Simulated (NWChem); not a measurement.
# InHCl2O (SMILES [OH][In]([Cl])[Cl]): levels of theory compared

We compute a comparison of 5 runs (HF/def2-SVP, B3LYP/STO-3G, PBE0/def2-SVP, TPSSh/def2-SVP, CCSD(T)/def2-SVP) of InHCl2O. 

The calculation is run with NWChem 7.3.0.

### Step 1. The system as given

InHCl2O has 5 atoms, charge 0, and is taken as a singlet. As SMILES, `[OH][In]([Cl])[Cl]`. Geometry: relaxed at PBE0-D4/def2-TZVP.

Bond lengths: O1–In2 1.961 Å, In2–Cl3 2.307 Å, In2–Cl4 2.290 Å, O1–H5 0.962 Å. Angles: O1–In2–Cl3 119.6°, O1–In2–Cl4 119.8°, Cl3–In2–Cl4 120.6°, In2–O1–H5 111.7°.

### Step 2. Energy and gradient at HF/def2-SVP (core potential) (run 1)

cl2hino.nw reads:

```
start cl2hino
title "Cl2HInO"
memory 2200 mb

geometry units angstrom noautosym nocenter noautoz
 O       -0.347800       1.510200      -0.137200
 In      -0.087900      -0.432900      -0.100800
 Cl       1.722600      -1.320600       1.019900
 Cl      -1.580600      -1.801600      -1.170600
 H        0.343600       1.971200       0.347200
end

basis spherical bse
 * library def2-SVP
end

ecp bse
 In library def2-SVP
end

scf
 thresh 1e-08
 maxiter 80
end

task scf gradient
```

Launch:

```
$ nwchem cl2hino.nw > cl2hino.out
```

Output:

```text
[...]
  functions       =    81
[...]
  wavefunction    = RHF
[...]
         Total SCF energy =  -1183.418959830706
      One-electron energy =  -2308.621496893368
      Two-electron energy =    824.798010662554
 Nuclear repulsion energy =    300.404526400109
        Time for solution =     16.0s
[...]
                         RHF ENERGY GRADIENTS
    atom               coordinates                        gradient
                 x          y          z           x          y          z
   1 O      -0.657247   2.853864  -0.259270   -0.016630  -0.008149  -0.011467
   2 In     -0.166107  -0.818062  -0.190484    0.001870  -0.006436   0.000807
   3 Cl      3.255242  -2.495572   1.927332   -0.007395   0.003665  -0.004586
   4 Cl     -2.986901  -3.404530  -2.212113    0.007501   0.007407   0.005404
   5 H       0.649310   3.725028   0.656113    0.014654   0.003513   0.009842
[...]
```

Run time: 22 s. Hardware: 1 thread of Intel Xeon Platinum 8375C at 2.90GHz (Ice Lake), shared host; peak memory 0.1 GiB.

### Step 3. Energy and forces at B3LYP/STO-3G (run 2)

run.nw reads:

```
start run
title "Cl2HInO"
memory 2200 mb

geometry units angstroms noautosym nocenter noautoz
O    -0.347800    1.510200   -0.137200
In   -0.087900   -0.432900   -0.100800
Cl    1.722600   -1.320600    1.019900
Cl   -1.580600   -1.801600   -1.170600
H     0.343600    1.971200    0.347200
end

basis spherical bse
* library STO-3G
end

dft
xc b3lyp
grid xfine
convergence energy 1e-08
iterations 100
mulliken
print medium
end

task dft gradient
```

Launch:

```
$ nwchem run.nw > run.out
```

Output:

```text
[...]
          Wavefunction type:  closed shell.
          No. of atoms     :     5
          No. of electrons :    92
[...]
          Charge           :     0
          Spin multiplicity:     1
[...]
          AO basis - number of functions:    51
[...]
              XC Information
              --------------
                         B3LYP Method XC Potential
                     Hartree-Fock (Exact) Exchange  0.200
                        Slater Exchange Functional  0.800 local
                    Becke 1988 Exchange Functional  0.720 non-local
              Lee-Yang-Parr Correlation Functional  0.810
                  VWN I RPA Correlation Functional  0.190 local
[...]
 d= 0,ls=0.0,diis     1  -6670.0025492221 -7.26D+03  6.06D-02  5.91D-01     1.4
[...]
 d= 0,ls=0.0,diis     8  -6670.1537764069  1.00D-09  2.63D-06  1.17D-08     9.0
         Total DFT energy =    -6670.153776406884
      One electron energy =   -10400.687738237812
           Coulomb energy =     3366.716772356164
    Exchange-Corr. energy =     -222.172004064716
 Nuclear repulsion energy =      585.989193539480
[...]
      Total Density - Mulliken Population Analysis
     ---------------------------------------------
    Atom       Charge   Shell Charges
 -----------   ------   -------------------------------------------------------
    1 O    8     8.36   2.00  1.87  4.49
    2 In  49    48.06   2.00  2.00  6.00  2.00  5.99  2.01  5.97  0.91  1.34 10.00  9.85
    3 Cl  17    17.39   2.00  2.00  5.99  2.00  5.41
    4 Cl  17    17.38   2.00  2.00  5.99  2.00  5.39
    5 H    1     0.81   0.81
[...]
  wavefunction    = closed shell
                         DFT ENERGY GRADIENTS
    atom               coordinates                        gradient
                 x          y          z           x          y          z
   1 O      -0.657247   2.853864  -0.259270    0.050019   0.066452   0.037301
   2 In     -0.166107  -0.818062  -0.190484    0.000319  -0.025596  -0.001521
   3 Cl      3.255242  -2.495572   1.927332    0.011402  -0.004080   0.007154
   4 Cl     -2.986901  -3.404530  -2.212113   -0.010190  -0.009152  -0.007292
   5 H       0.649310   3.725028   0.656113   -0.051551  -0.027624  -0.035641
[...]
```

It took 14 s on 1 thread of Intel Xeon Platinum 8375C at 2.90GHz (Ice Lake), shared host; peak memory 0.13 GiB.

Runs 3 to 4 aren't shown in full; the table further down has their settings and results.

### Step 4. The energy at CCSD(T)/def2-SVP (core potential) (run 5)

sp.xyz reads:

```xyz
5

O     -0.347800     1.510200    -0.137200
In    -0.087900    -0.432900    -0.100800
Cl     1.722600    -1.320600     1.019900
Cl    -1.580600    -1.801600    -1.170600
H      0.343600     1.971200     0.347200
```

sp.nw reads:

```
start sp
memory 2200 mb
geometry noautosym nocenter noautoz
  load sp.xyz
end
basis spherical bse
  O library def2-SVP
  In library def2-SVP
  Cl library def2-SVP
  H library def2-SVP
end
ecp bse
  In library def2-SVP
end
scf
  thresh 1e-08
  maxiter 80
end
ccsd
  freeze core 15
  maxiter 60
end
task ccsd(t) energy
```

Launch:

```
$ nwchem sp.nw > sp.out
```

Output:

```text
[...]
  functions       =    81
[...]
  wavefunction    = RHF
[...]
         Total SCF energy =  -1183.418959828694
      One-electron energy =  -2308.621496889691
      Two-electron energy =    824.798010660888
 Nuclear repulsion energy =    300.404526400109
        Time for solution =     16.2s
[...]
 Total MP2 energy:          -1183.952144365973027
[...]
             energy      energy      error      ampl     ampl      Block
                                                time     time      time
[...]
 Total CCSD energy:          -1183.981486307749037
[...]
 Total CCSD+T(CCSD) energy:          -1183.995598959694689
[...]
 Total CCSD(T) energy:               -1183.994578291103380
[...]
```

It took 2 min on 1 thread of Intel Xeon Platinum 8375C at 2.90GHz (Ice Lake), shared host; peak memory 0.23 GiB.

### Step 5. Overview of the runs

```
run                              level  core potential  iteration cap   energy (Eh)  dipole moment (D)  HOMO energy (eV)  LUMO energy (eV)  wall time
  1       HF/def2-SVP (core potential)        def2-SVP             80  -1183.418960               1.51            -12.48              1.10       22 s
  2                       B3LYP/STO-3G               –            100  -6670.153776               2.88             -5.17              1.36       14 s
  3     PBE0/def2-SVP (core potential)        def2-SVP            100  -1185.733839               1.51             -9.00             -2.39       29 s
  4    TPSSh/def2-SVP (core potential)        def2-SVP            100  -1186.075474               1.56                 –                 –       44 s
  5  CCSD(T)/def2-SVP (core potential)        def2-SVP             80  -1183.994578                  –            -12.48              1.10      2 min
```

### Step 6. Outcome

| quantity | value |
| --- | --- |
| run 5: total energy | -1183.99458 Eh |
| run 5: HOMO energy (Hartree–Fock orbitals) | -12.48 eV |
| run 5: LUMO energy (Hartree–Fock orbitals) | 1.10 eV |
| run 5: HOMO–LUMO gap (Hartree–Fock orbitals) | 13.58 eV |
| run 5: correlation energy (15 core orbitals frozen) | -575.6 mEh |
| run 5: (T) correction | -13.09 mEh |

In words: Over runs 1, 2, 3, 4 the dipole moment (its size) runs from 1.51 D (HF/def2-SVP) to 2.88 D (B3LYP/STO-3G). The two ends differ in method and basis and core potential. Over runs 1, 2, 3 the HOMO–LUMO gap runs from 6.54 eV (B3LYP/STO-3G) to 13.58 eV (HF/def2-SVP). Totals of different functionals can't be ranked against each other. Some runs of one species differ in core potentials or relativity; totals across that change don't compare. In run 2 the basis is minimal, so the values are rough. In run 2 relativity is left out where basis or elements ask for it. All runs together took 3.7 min, the longest 2 min.
